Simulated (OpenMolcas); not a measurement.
# Cr³⁺ with 6 ligands (fluoride): CASSCF and CASPT2 levels and susceptibility

Which state of Cr³⁺ lies lowest among these ligands, how large is the field, and what χT follows?

The numbers are computed with OpenMolcas 26.06 (state-averaged CASSCF and CASPT2, spin-orbit coupling by RASSI with atomic mean-field integrals), except any that are marked as measured or tabulated.

**1. The atom as given**

| Item | Value |
| --- | --- |
| Species | Cr³⁺ (chromium, Z = 24, 21 electrons) |
| Basis | ANO-RCC-VTZP [6s5p3d2f1g], 143 functions with the ligands |
| Scalar Hamiltonian | DKH2, point nucleus |
| Inactive shells | 1s 2s 2p 3s 3p of the metal, and all ligand shells |
| Active space | 3 electrons in 5 orbitals (3d) |
| Some configurations of this space | 3d3 |
| Orbitals | optimised for each spin and parity, averaged over all roots |

The outer shells:

3d3
```
3d [↑ ][↑ ][↑ ][  ][  ]
```

Cr³⁺ is taken with 6 ligands (fluoride) in tetragonal octahedron coordination (D4h) at 1.93 Å, the axial distance 2.129 Å. A charge of +0.5 e stands 2.4 Å behind each ligand. Ligand basis ANO-RCC-VDZP. The distances are assumed, not relaxed.

```xyz
7

Cr    0.0000    0.0000    0.0000
F     1.9300    0.0000    0.0000
F     0.0000    1.9300    0.0000
F    -1.9300    0.0000    0.0000
F     0.0000   -1.9300    0.0000
F     0.0000    0.0000    2.1288
F     0.0000    0.0000   -2.1288
```

Each step is its own input file, run in one work folder so that later steps find the files of earlier ones. Labels, J, g values, rates, χT and fits are worked out afterwards by a script from the matrices that RASSI stores. The input lists half of the charges; inversion (Group=XYZ) makes the rest.

**2. Basis and integrals**

Contents of a.inp:

```
&GATEWAY
Coord
7

Cr 0.0 0.0 0.0
F 1.930000 0.000000 0.000000
F 0.000000 1.930000 0.000000
F -1.930000 0.000000 0.000000
F 0.000000 -1.930000 0.000000
F 0.000000 0.000000 2.128790
F 0.000000 0.000000 -2.128790
Basis=Cr.ANO-RCC-VTZP,F.ANO-RCC-VDZP
Group=XYZ
NoMove
AngMom=0.0 0.0 0.0
AMFI
RICD
XField
3 Angstrom 0
4.330000 0.000000 0.000000 0.500000
0.000000 4.330000 0.000000 0.500000
0.000000 0.000000 4.528790 0.500000
&SEWARD
```

Started as:

```bash
$ OMP_NUM_THREADS=1 MOLCAS_MEM=2457 MOLCAS_PROJECT=a pymolcas a.inp > a.log
```

**3. Reference wave functions, quartets of even parity, 10 roots**

Contents of a.inp:

```
&RASSCF
FileOrb=start.orb
Symmetry=1
Spin=4
nActEl=3 0 0
Inactive=18 21
Ras2=5 0
CIRoot=10 10 1
SDav=10
CIMx=300
Iter=150 100
PrWF=0.3
OrbListing=Nothing
MaxOrb=0
LevShft=1.0
>>> COPY $Project.JobIph JOB001
```

start.orb holds start orbitals that the driver prepared beforehand, or those of the step before.

**4. CASSCF: doublets of even parity, 40 roots**

Contents of a.inp:

```
&RASSCF
FileOrb=start.orb
Symmetry=1
Spin=2
nActEl=3 0 0
Inactive=18 21
Ras2=5 0
CIRoot=40 40 1
SDav=40
CIMx=300
Iter=150 100
PrWF=0.3
OrbListing=Nothing
MaxOrb=0
LevShft=1.0
>>> COPY $Project.JobIph JOB002
```

**5. State interaction with spin-orbit coupling**

Contents of a.inp:

```
&RASSI
NrOfJobIphs=2 10 40
1 2 3 4 5 6 7 8 9 10
1 2 3 4 5 6 7 8 9 10 11 12 13 14 15 16 17 18 19 20 21 22 23 24 25 26 27
28 29 30 31 32 33 34 35 36 37 38 39 40
IphNames
JOB001
JOB002
EJob
SpinOrbit
DIPRint=1.0
SOCoupling=1000.0
Subsets=2
Property=9
'ANGMOM' 1 'ANGMOM' 2 'ANGMOM' 3 'MLTPL  1' 1 'MLTPL  1' 2 'MLTPL  1' 3
'AMFI' 1 'AMFI' 2 'AMFI' 3
SOProperty=3
'ANGMOM' 1 'ANGMOM' 2 'ANGMOM' 3
```

**6. CASPT2: IPEA 0.25, imaginary shift 0.1 (closed shells correlated: 3s 3p of the metal, with ligand shells; the Frozen line counts the rest)**

Contents of a.inp:

```
>>> COPY JOB001 $Project.JobIph
&CASPT2
Multistate=10 1 2 3 4 5 6 7 8 9 10
NoMult
Frozen=5 6
IPEA=0.25
Imaginary=0.1
MaxIter=60
WThr=0.0 0.3 0.05
PrWF=0.5
NoMix
>>> COPY JOB002 $Project.JobIph
&CASPT2
Multistate=40 1 2 3 4 5 6 7 8 9 10 11 12 13 14 15 16 17 18 19 20 21 22
23 24 25 26 27 28 29 30 31 32 33 34 35 36 37 38 39 40
NoMult
Frozen=5 6
IPEA=0.25
Imaginary=0.1
MaxIter=60
WThr=0.0 0.3 0.05
PrWF=0.5
NoMix
```

(Steps that only read results are left out.)

Q: Predict the outcome of this session. Wanted: spin-free ground state; first state of the same spin within the active space; lowest level; next level.

As calculated:

| quantity | value |
| --- | --- |
| method | SS-CASPT2, IPEA 0.25, imaginary shift 0.1 (closed shells correlated: 3s 3p of the metal, with ligand shells; the Frozen line counts the rest) |
| spin-free ground state | 4B1, 1-fold in its orbital part |
| first state of the same spin within the active space | 4E at 10900 cm⁻¹ |
| lowest level | 2-fold E3/2, g = 1.96, 3.89, 3.89 |
| next level | 1.2 cm⁻¹ |
| χT at 300 K | 1.82 cm³ K/mol |
| effective moment at 300 K | 3.82 μB |

Cost by method:

| method | time of its own steps | time with the reference |
| --- | --- | --- |
| A. CASSCF | 26 s | 26 s |
| B. SS-CASPT2, IPEA 0.25, imaginary shift 0.1, +3s 3p | 3.2 min | 3.6 min |

Times are of one thread on a shared host.

In words: The spin-free ground state (4B1) is 1-fold and keeps the highest spin of the shell. χT at 300 K is 1.82, against 1.88 cm³ K/mol for the spin alone; near agreement at one temperature doesn't show that the orbital moment is quenched.
